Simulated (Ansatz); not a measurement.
**C₄H₁₃AlO: one species, many methods**

One table from this session's results is given with a row withheld; the runs are named, their logs left out.

Program: Ansatz 0.2.0, Gaussian basis. Level of theory: functionals in def2-TZVPP, the program's frozen cores in correlated methods. These are calculated values, not measurements.

Plan: LDA (SPW92), PBE-D4, revPBE-D4, BLYP-D4, r2SCAN-D4, B97M-V, PBE0-D4, B3LYP-D4, r2SCANh-D4, r2SCAN0-D4, HSE06-D4, BHLYP-D4, CAM-B3LYP-D4, LC-ωPBE, ωB97X-V, ωB97M-V, B2PLYP, PBE-QIDH; CCSD(T)/def2-SVP; MP2/def2-TZVPP; RPA on PBE.

1 further run of the same task is left out (it didn't finish). Runs told in other sessions of the task aren't counted.

## The relaxed structure

The geometry comes from an earlier relaxation with PBE0-D4 in a triple-zeta def2 set; it is a stationary point, not always the lowest conformer.

SMILES `C[OH+][Al-]([CH3])([CH3])[CH3]`, 19 atoms, charge 0, spin multiplicity 1.

Atoms are counted from 1 here; the program's logs count them from 0.

Bond lengths: C1–O2 1.430 Å, C1–H7 1.091 Å, C1–H8 1.088 Å, C1–H9 1.091 Å, O2–Al3 2.017 Å, O2–H10 0.962 Å, Al3–C4 1.978 Å, Al3–C5 1.972 Å, Al3–C6 1.979 Å, C4–H11 1.096 Å, C4–H12 1.096 Å, C4–H13 1.097 Å, C5–H14 1.095 Å, C5–H15 1.096 Å, C5–H16 1.096 Å, C6–H17 1.097 Å, C6–H18 1.096 Å, C6–H19 1.096 Å. Angles: O2–C1–H7 109.8°, O2–C1–H8 106.4°, O2–C1–H9 110.9°, H7–C1–H8 109.5°, H7–C1–H9 110.8°, H8–C1–H9 109.4°, C1–O2–Al3 121.4°, C1–O2–H10 111.0°, Al3–O2–H10 110.8°, O2–Al3–C4 95.7°, O2–Al3–C5 100.6°, O2–Al3–C6 100.9°, C4–Al3–C5 119.1°, C4–Al3–C6 116.7°, C5–Al3–C6 116.9°, Al3–C4–H11 112.9°, Al3–C4–H12 110.5°, Al3–C4–H13 113.4° and more.

Set-up of the first run:

Contents of in.yaml:

```yaml
crystal:
  periodic: [false, false, false]
  atoms:
    - {symbol: C, position_ang: [0.733678, 2.094893, -0.797554]}
    - {symbol: O, position_ang: [0.972206, 0.684797, -0.804143]}
    - {symbol: Al, position_ang: [-0.241172, -0.591628, 0.179753]}
    - {symbol: C, position_ang: [1.007497, -2.124609, 0.131576]}
    - {symbol: C, position_ang: [-1.809225, -0.595340, -1.016177]}
    - {symbol: C, position_ang: [-0.438379, 0.341790, 1.913838]}
    - {symbol: H, position_ang: [1.362134, 2.579364, -1.545771]}
    - {symbol: H, position_ang: [-0.313073, 2.230192, -1.060972]}
    - {symbol: H, position_ang: [0.916498, 2.515980, 0.192388]}
    - {symbol: H, position_ang: [1.896100, 0.490730, -0.617349]}
    - {symbol: H, position_ang: [1.252011, -2.443782, -0.887641]}
    - {symbol: H, position_ang: [0.565935, -2.995732, 0.628939]}
    - {symbol: H, position_ang: [1.953255, -1.932548, 0.653497]}
    - {symbol: H, position_ang: [-1.558529, -0.911616, -2.034134]}
    - {symbol: H, position_ang: [-2.572901, -1.291281, -0.650106]}
    - {symbol: H, position_ang: [-2.300431, 0.381814, -1.087693]}
    - {symbol: H, position_ang: [0.521216, 0.553025, 2.400573]}
    - {symbol: H, position_ang: [-0.984188, 1.289245, 1.839989]}
    - {symbol: H, position_ang: [-1.004630, -0.279894, 2.617291]}
basis:
  gaussian: {orbitals: def2-TZVPP}
hamiltonian: {xc: lda}
output: {orbitals: {seedname: orbitals}}
```

The run is started by

```sh
ansatz run in.yaml --threads 4 --pin off --events-out ev --progress --plain --max-ram 11315MiB
```

Steps of the session up to this table: LDA; PBE-D4 (GGA); revPBE-D4 (GGA); BLYP-D4 (GGA); r2SCAN-D4 (meta-GGA); B97M-V (meta-GGA); PBE0-D4 (hybrid); B3LYP-D4 (hybrid); r2SCANh-D4 (hybrid); r2SCAN0-D4 (hybrid); HSE06-D4 (hybrid); BHLYP-D4 (hybrid); CAM-B3LYP-D4 (range-separated); LC-ωPBE (range-separated); ωB97X-V (range-separated); ωB97M-V (range-separated); B2PLYP (double hybrid); PBE-QIDH (double hybrid).

One of the session's tables, all rows but one given; the rest of the session is left out.

It belongs to the step «Frontier levels by functional». 

| functional | HOMO (eV) | gap (eV) |
| --- | --- | --- |
| LDA (SPW92) | -5.64 | 4.59 |
| PBE-D4 | -5.51 | 4.65 |
| revPBE-D4 | -5.46 | 4.70 |
| BLYP-D4 | -5.39 | 4.51 |
| r2SCAN-D4 | -5.77 | 5.52 |
| B97M-V | -5.86 | 5.21 |
| PBE0-D4 | -6.78 | 6.82 |
| B3LYP-D4 | -6.57 | 6.24 |
| r2SCANh-D4 | -6.24 | 6.28 |
| r2SCAN0-D4 | -6.96 | 7.39 |
| HSE06-D4 | -6.38 | 6.04 |
| BHLYP-D4 | -7.98 | 8.67 |
| CAM-B3LYP-D4 | -8.17 | 8.99 |
| LC-ωPBE | -9.54 | 11.72 |
| ωB97X-V | ? | ? |
| ωB97M-V | -9.04 | 10.53 |

**Question.** Estimate the row for ωB97X-V.

As computed: HOMO (eV): -9.19; gap (eV): 11.12. In the column «HOMO (eV)» it lies between LC-ωPBE (-9.54) and ωB97M-V (-9.04).
